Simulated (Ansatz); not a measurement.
C2H6BBr, SMILES CB(C)Br: vertical spin-state energies, run with the Ansatz DFT code, driven from Python.

Script `c2h6bbr_spin.py`:
```python
'''Gap between spin states of C2H6BBr at one geometry.'''

import ansatz as az

geometry_ang = [
    ('C', (-0.4389, 1.0959, -0.6297)),
    ('B', (-0.2775, -0.3954, -0.2872)),
    ('C', (0.6787, -0.804, 0.8753)),
    ('Br', (-1.1724, -1.7944, -1.3241)),
    ('H', (0.4852, 1.5848, -0.9518)),
    ('H', (-0.8892, 1.6897, 0.2434)),
    ('H', (-1.1773, 1.2407, -1.4788)),
    ('H', (0.3998, -0.339, 1.8345)),
    ('H', (0.739, -1.8928, 1.0355)),
    ('H', (1.7357, -0.4367, 0.6858)),
]
molecule = az.Crystal.molecule()
for symbol, xyz in geometry_ang:
    molecule = molecule.atom(symbol, xyz)

job = (
    molecule.calculation()
    .basis(gaussian='cc-pVDZ')
    .functional('PBE0')
)
found = {}
for unpaired in [0, 2, 4]:
    r = job.spin('collinear', total=unpaired).run(threads=1, pin='off').report
    s = unpaired / 2
    found[unpaired] = r['free_energy_ev']
    print(f'2S+1 = {unpaired + 1}: E = {found[unpaired]:.5f} eV, <S^2> = {abs(r["mean_field"]["state"]["spin_squared"]):.3f} (pure state {s * (s + 1):.2f})')
lowest = min(found, key=found.get)
for unpaired, e in found.items():
    print(f'multiplicity {unpaired + 1}: {96.485332 * (e - found[lowest]):.1f} kJ/mol above the lowest')
```

Which spin state is lowest at this geometry, and how far above lie the others?

In order: multiplicity 1 (+0.00 eV), multiplicity 3 (+5.06 eV) and multiplicity 5 (+13.16 eV), all at the one geometry.

What the script printed:

```console
$ python c2h6bbr_spin.py
2S+1 = 1: E = -72883.50375 eV, <S^2> = 0.000 (pure state 0.00)
2S+1 = 3: E = -72878.44688 eV, <S^2> = 2.005 (pure state 2.00)
2S+1 = 5: E = -72870.34386 eV, <S^2> = 6.006 (pure state 6.00)
multiplicity 1: 0.0 kJ/mol above the lowest
multiplicity 3: 487.9 kJ/mol above the lowest
multiplicity 5: 1269.7 kJ/mol above the lowest
```

What to keep in mind:
- Total energies depend on the basis set; only differences at equal settings carry meaning.
- The geometry is a force-field or estimated start, not a minimum of this method, and the basis set is short of its limit. All parts are taken at fixed geometry, without zero-point energy.
- Run time: 65 s on 1 thread of Arm Neoverse N1, with other jobs on the host, peak memory 0.36 GiB.
